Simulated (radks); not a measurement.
# Yb⁴²⁺ in [Ne] 3s1 3p6 3d10 4s1: an all-electron calculation

The task here is to estimate one member of a computed series from the others.

Program: radks (a radial shooting solver on a logarithmic mesh, Libxc functionals) version 1. Level of theory: Dirac Kohn-Sham, PBE, spin-unpolarised, spherical densities, point nucleus. These are calculated values, not measurements, unless marked.

### What is computed

| Quantity | Value |
| --- | --- |
| element | ytterbium (Z = 70) |
| charge | +42 |
| electrons | 28 |
| configuration | [Ne] 3s1 3p6 3d10 4s1 |

The outer shells:

Yb⁴²⁺
```
[Ne] core
3s [↑ ]
3p [↑↓][↑↓][↑↓]
3d [↑↓][↑↓][↑↓][↑↓][↑↓]
4s [↑ ]
```

Set-up of the first run:

Input:

```text
Z 70
configuration [Ne] 3s1 3p6 3d10 4s1
relativity Dirac
functional pbe,pbe
spin unpolarised
j_filling energy
nucleus point
c 137.035999084
```

One table of the session follows, with a row left open; its other results are not shown here.

It belongs to the step «Orbitals and density». Radial moments (bohr):

| level | <r> | outermost maximum (interpolated) | 90 % within | nodes |
| --- | --- | --- | --- | --- |
| 1s1/2 | 0.01965 | 0.0124 | 0.0357 | 0 |
| 2s1/2 | 0.08252 | 0.0707 | 0.129 | 1 |
| 2p1/2 | 0.06851 | 0.0529 | 0.113 | 0 |
| 2p3/2 | 0.07596 | 0.0593 | 0.123 | 0 |
| 3s1/2 | 0.2114 | 0.197 | 0.309 | 2 |
| 3p1/2 | 0.2007 | 0.185 | 0.301 | 1 |
| 3p3/2 | 0.2135 | 0.197 | 0.318 | 1 |
| 3d3/2 | 0.1865 | 0.155 | 0.288 | 0 |
| 3d5/2 | 0.1905 | 0.158 | 0.293 | 0 |
| 4s1/2 | ? | ? | ? | ? |

Q: Estimate the row for 4s1/2 from the others.

The run gave: <r>: 0.4187; outermost maximum (interpolated): 0.415; 90 % within: 0.592; nodes: 3. In the column «<r>» it is the highest.
